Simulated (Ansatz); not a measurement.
# B₂H₈SiSn: up Jacob's ladder to CCSD(T)

One table from this session's results is given with a row withheld; the runs are named, their logs left out.

Method: functionals in def2-TZVPP, the program's frozen cores in correlated methods; program: Ansatz 0.2.0, Gaussian basis.

The runs, in order: LDA (SPW92), PBE-D4, revPBE-D4, BLYP-D4, r2SCAN-D4, B97M-V, PBE0-D4, B3LYP-D4, r2SCANh-D4, r2SCAN0-D4, HSE06-D4, BHLYP-D4, CAM-B3LYP-D4, LC-ωPBE, ωB97X-V, ωB97M-V, B2PLYP, PBE-QIDH; CCSD(T)/def2-SVP; CCSD(T)/def2-TZVPP; MP2/def2-QZVPP; extrapolation to the limit; RPA on PBE.

## The relaxed structure

An earlier PBE0-D4 in a triple-zeta def2 set relaxation fixed the geometry. Sn takes the def2 core potential; no spin-orbit term is included.

SMILES `B[B]([SiH3])[SnH3]`, 12 atoms, charge 0, spin multiplicity 1.

Atoms are counted from 1 here; the program's logs count them from 0.

Bond lengths: B1–B2 1.570 Å, B1–H5 1.202 Å, B1–H6 1.202 Å, B2–Si3 1.987 Å, B2–Sn4 2.314 Å, Si3–H7 1.492 Å, Si3–H8 1.486 Å, Si3–H9 1.488 Å, Sn4–H10 1.706 Å, Sn4–H11 1.708 Å, Sn4–H12 1.708 Å. Angles: B2–B1–H5 121.3°, B2–B1–H6 120.9°, H5–B1–H6 117.1°, B1–B2–Si3 152.9°, B1–B2–Sn4 91.4°, Si3–B2–Sn4 115.5°, B2–Si3–H7 104.5°, B2–Si3–H8 113.6°, B2–Si3–H9 112.8°, H7–Si3–H8 108.8°, H7–Si3–H9 108.3°, H8–Si3–H9 108.7°, B2–Sn4–H10 116.7°, B2–Sn4–H11 106.6°, B2–Sn4–H12 107.1°, H10–Sn4–H11 108.5°, H10–Sn4–H12 108.4°, H11–Sn4–H12 109.5°.

The first run:

The input, in.yaml:

```yaml
crystal:
  periodic: [false, false, false]
  atoms:
    - {symbol: B, position_ang: [-0.795693, 1.639148, -0.535146]}
    - {symbol: B, position_ang: [-0.365654, 0.393338, 0.317729]}
    - {symbol: Si, position_ang: [-0.199053, -0.608284, 2.025750]}
    - {symbol: Sn, position_ang: [0.690927, -0.563212, -1.505825]}
    - {symbol: H, position_ang: [-1.794237, 1.624256, -1.204051]}
    - {symbol: H, position_ang: [-0.054604, 2.574481, -0.679057]}
    - {symbol: H, position_ang: [1.127965, -0.198661, 2.570610]}
    - {symbol: H, position_ang: [-1.251399, -0.268403, 3.018903]}
    - {symbol: H, position_ang: [-0.187150, -2.083002, 1.829159]}
    - {symbol: H, position_ang: [0.715973, 0.354196, -2.943831]}
    - {symbol: H, position_ang: [-0.113861, -2.036977, -1.817001]}
    - {symbol: H, position_ang: [2.303784, -0.882079, -1.043241]}
basis:
  gaussian: {orbitals: def2-TZVPP}
hamiltonian: {xc: lda}
output: {orbitals: {seedname: orbitals}}
```

Among the steps run: LDA; PBE-D4 (GGA); revPBE-D4 (GGA); BLYP-D4 (GGA); r2SCAN-D4 (meta-GGA); B97M-V (meta-GGA); PBE0-D4 (hybrid); B3LYP-D4 (hybrid); r2SCANh-D4 (hybrid); r2SCAN0-D4 (hybrid); HSE06-D4 (hybrid); BHLYP-D4 (hybrid); CAM-B3LYP-D4 (range-separated); LC-ωPBE (range-separated); ωB97X-V (range-separated); ωB97M-V (range-separated); B2PLYP (double hybrid); PBE-QIDH (double hybrid).

One table of the session follows, with a row left open; its other results are not shown here.

It belongs to the step «Orbital energies across the functionals». 

| functional | HOMO (eV) | LUMO (eV) | gap (eV) |
| --- | --- | --- | --- |
| LDA (SPW92) | -6.51 | -3.58 | 2.93 |
| PBE-D4 | -6.41 | -3.42 | 2.98 |
| revPBE-D4 | -6.36 | -3.35 | 3.01 |
| BLYP-D4 | -6.27 | -3.23 | 3.04 |
| r2SCAN-D4 | -6.62 | -3.20 | 3.42 |
| B97M-V | -6.73 | -3.28 | 3.45 |
| PBE0-D4 | ? | ? | ? |
| B3LYP-D4 | -7.25 | -2.68 | 4.57 |
| r2SCANh-D4 | -7.01 | -2.89 | 4.12 |
| r2SCAN0-D4 | -7.58 | -2.42 | 5.17 |
| HSE06-D4 | -7.06 | -2.91 | 4.14 |
| BHLYP-D4 | -8.34 | -1.46 | 6.89 |
| CAM-B3LYP-D4 | -8.66 | -1.35 | 7.31 |
| LC-ωPBE | -9.94 | -0.27 | 9.67 |
| ωB97X-V | -9.61 | -0.36 | 9.25 |
| ωB97M-V | -9.47 | -0.57 | 8.90 |

Estimate the missing values for PBE0-D4.

As computed: HOMO (eV): -7.45; LUMO (eV): -2.53; gap (eV): 4.91. In the column «HOMO (eV)» it lies between r2SCAN0-D4 (-7.58) and B3LYP-D4 (-7.25).
